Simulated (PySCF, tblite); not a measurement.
# C5H9FOSi: geometry, infrared bands and NMR shifts

Aim: predict the infrared bands and NMR shifts of C5H9FOSi (`CCOC1=C[C@H](F)[SiH2]1`).

The runs use tblite 0.8.0 and PySCF 2.14.0, with density-fitted response routines of our own; the level of theory stands in each step. All values are computed, except where a source is named. Atoms count from 0, in the outputs and in this text.

**1. The molecule as given**

17 atoms, charge 0, multiplicity 1; geometry from: force field or distance geometry start.

Bonds of the start (Å): C0–C1 1.52, C1–O2 1.41, O2–C3 1.29, C3–C4 1.37, C4–C5 1.55, C5–F6 1.35, C5–Si7 1.89, Si7–C3 1.90, C0–H8 1.09, C0–H9 1.08, C0–H10 1.10, C1–H11 1.10, C1–H12 1.12, C4–H13 1.09, C5–H14 1.10, Si7–H15 1.49, Si7–H16 1.49.

**2. Geometry optimisation with GFN2-xTB**

The job: settings as JSON, then the geometry in Å.

```
{"job": {"kind": "relax", "xc": "GFN2-xTB", "basis": "xTB"}, "charge": 0, "multiplicity": 1}
C      2.997500     0.562700     0.071600
C      1.689400    -0.176800     0.328900
O      0.619900     0.651200    -0.054300
C     -0.549900     0.143400     0.109200
C     -1.092500    -1.019600     0.590900
C     -2.613700    -0.774100     0.467400
F     -3.330700    -1.600900    -0.323100
Si    -2.233600     0.904000    -0.324400
H      3.080100     0.818200    -0.987600
H      3.849500    -0.039100     0.366200
H      3.009300     1.505700     0.628900
H      1.686700    -1.116500    -0.238600
H      1.621300    -0.413400     1.418600
H     -0.594700    -1.911600     0.978500
H     -3.108300    -0.632200     1.440800
H     -2.580700     2.096900     0.506000
H     -2.456600     1.014100    -1.795700
```

Run with:

```console
> OMP_NUM_THREADS=1 python probes_run.py task.json out
```

One launch serves the whole session: the jobs run in the order shown.

**Question.** This job is followed by: GFN2-xTB harmonic vibrations, gas phase; GIAO PBE0/pcSseg-1 NMR shielding, non-relativistic, gas phase. Predict these results of the whole session: strongest single infrared mode (GFN2-xTB); zero-point energy (GFN2-xTB); 13C shifts against TMS (PBE0/pcSseg-1); 1H shifts against TMS (PBE0/pcSseg-1, means over atoms taken as alike); 17O shifts against H2O (PBE0/pcSseg-1); 19F shifts against CFCl3 (PBE0/pcSseg-1); 29Si shifts against TMS (PBE0/pcSseg-1); surface potential, 1st and 99th percentile.

The runs gave:

```
                                                              quantity                                         value
                             strongest single infrared mode (GFN2-xTB)                         2280 cm⁻¹, 339 km/mol
                                          zero-point energy (GFN2-xTB)                                 78.7 kcal/mol
                                13C shifts against TMS (PBE0/pcSseg-1)            174.7, 125.5, 86.6, 67.5, 17.1 ppm
1H shifts against TMS (PBE0/pcSseg-1, means over atoms taken as alike)  5.93, 5.59, 5.14, 4.96, 3.86, 3.75, 1.43 ppm
                                17O shifts against H2O (PBE0/pcSseg-1)                                     161.8 ppm
                              19F shifts against CFCl3 (PBE0/pcSseg-1)                                    -224.7 ppm
                               29Si shifts against TMS (PBE0/pcSseg-1)                                     -30.3 ppm
                                 surface potential, 1st and 99th percentile                            -1.30 V and 1.23 V
```

What this shows: The optimisation took 51 steps and gained 0.359 eV; among the close pairs (by a distance rule), O2–C3 changed most, from 1.286 to 1.344 Å. All 45 modes are real, so the xTB geometry is a minimum. The strongest single mode, at 2280 cm⁻¹, moves mainly H15. Unscaled tight-binding wavenumbers are off by several per cent, some by more. Its intensities can rank the bands wrongly. The most deshielded carbon is C3 (alkene carbon bearing oxygen), at 174.7 ppm: an sp2 carbon further deshielded by the attached heteroatom. The most deshielded hydrogen is H13 (hydrogen on a β carbon of an enol-ether or enamine type C=C), at 5.93 ppm: attached to an sp2 carbon and in the plane of the double bond. At PBE0/pcSseg-1: Shielding is most anisotropic at O2 (span 197 ppm, paramagnetic term -226 ppm).
